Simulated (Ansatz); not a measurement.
A run of Ansatz 0.2.0:

File input.yaml:

```yaml
crystal:
  lattice:
    - [3.6117, 0.0, 0.0]
    - [0.0, 3.6117, 0.0]
    - [0.0, 0.0, 23.8]
  atoms:
    - { symbol: Nb, position: [0.0, 0.0, 0.29412] }
    - { symbol: As, position: [0.5, 0.5, 0.29412] }
  periodic: [true, true, false]
kpoints:
  mp_grid: { grid: [7, 7, 1] }
scf:
  occupations: { method: fermi_dirac, width: 0.05 }
hamiltonian:
  xc: lda
  pseudopotentials: { kind: all_electron, lapw: { basis_error: 0.002 } }
output:
  forces: true
  stress: true
  eigenvalues: true
```

Potentials or basis: all-electron LAPW, scalar-relativistic.

Launch:

```console
$ ansatz run input.yaml --threads 4 --pin off --max-ram 12288MiB --backend cpu --events-out ev --progress --plain --runs-dir out
```

Hardware: 4 threads of Arm Neoverse V2 (shared host).

Estimate the wall time of this run.

It took 4.9 s on 4 threads of Arm Neoverse V2 (shared host), peak memory 0.56 GiB. Counts: scf iterations 9, plane waves 2923, k points 10, bands 32.
